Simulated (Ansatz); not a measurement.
**Ge2Sb3O: what a guessed cell relaxes into**

The task: take a trial cell of Ge2Sb3O to zero force and stress.

Program: Ansatz 0.2.0. Level of theory: DFT PBE, scalar-relativistic, plane waves, PAW. These are calculated values, not measurements.

### 1 The starting structure

The structure is tetragonal, space group I4/mmm (No. 139). Conventional cell: a = 6.102 Å, b = 6.102 Å, c = 7.481 Å, α = 90.00°, β = 90.00°, γ = 90.00°. Around Ge (site symmetry 4mm) lie 1 O at 1.51 Å. Sb (site symmetry -4m2) is surrounded by 4 Ge at 3.07 Å. Around Sb (site symmetry 4/mmm) lie 2 Ge at 2.23 Å. O (site symmetry 4/mmm) has 2 Ge at 1.51 Å in its first shell of neighbours.

Structure file:

```xyz
6
Lattice="-3.0510 3.0510 3.7407 3.0510 -3.0510 3.7407 3.0510 3.0510 -3.7407" Properties=species:S:1:pos:R:3 pbc="T T T"
Ge    0.0000    0.0000    1.5135
Ge    0.0000    0.0000    5.9679
Sb    0.0000    3.0510    1.8704
Sb    3.0510    0.0000    1.8704
Sb    0.0000    0.0000    3.7407
O     0.0000    0.0000    0.0000
```

The cell is invented: random cell by space group and Wyckoff sites (I4/mmm, No. 139). Lengths come from tabulated atomic sizes and are only a guess.

### 2 A first look at the guess

input.yaml reads:

```yaml
crystal:
  lattice:
    - [-3.05099532, 3.05099532, 3.74072053]
    - [3.05099532, -3.05099532, 3.74072053]
    - [3.05099532, 3.05099532, -3.74072053]
  atoms:
    - { symbol: Ge, position: [0.20230572, 0.20230572, 0.0] }
    - { symbol: Ge, position: [0.79769428, 0.79769428, 0.0] }
    - { symbol: Sb, position: [0.75, 0.25, 0.5] }
    - { symbol: Sb, position: [0.25, 0.75, 0.5] }
    - { symbol: Sb, position: [0.5, 0.5, 0.0] }
    - { symbol: O, position: [0.0, 0.0, 0.0] }
basis:
  ecutwfc: 420
kpoints:
  mp_grid: { grid: [4, 4, 4] }
hamiltonian:
  xc: pbe
scf:
  occupations: { method: gaussian, width: 0.1 }
  lower_state_search: "off"
output:
  forces: true
  stress: true
  eigenvalues: true
```

On the command line:

```bash
ansatz run input.yaml --threads 1 --pin off --max-ram 2560MiB --backend cpu --events-out ev --progress --plain --runs-dir out
```

Further runs follow: a loose first relaxation; final relaxation.

Q: Predict the outcome of this session. Wanted: conventional cell; volume; energy over the elements; gap on the mesh.

As calculated:

| quantity | value |
| --- | --- |
| symmetry at the end (tolerance 0.05 Å) | space group I4/mmm (No. 139) |
| conventional cell | a = 5.513 Å, b = 5.513 Å, c = 9.888 Å, α = 90.00°, β = 90.00°, γ = 90.00° |
| volume | 25.05 Å³/atom |
| energy over the elements (uncorrected; H, N, O, F and Cl as molecules) | +0.03 eV/atom |
| gap on the mesh | none (metal) |

In words: The space group I4/mmm (No. 139) is kept, and the volume per atom grows by 7.9 % from the first guess. The formation energy of this structure is too near zero to say whether it is bound against the elements. No finished test with a distortion of lower symmetry is shown, so the end may be a saddle point. The runs treat Sb without spin-orbit coupling. Spin polarisation is off in the runs that give these values; a magnetic solution could lie lower.
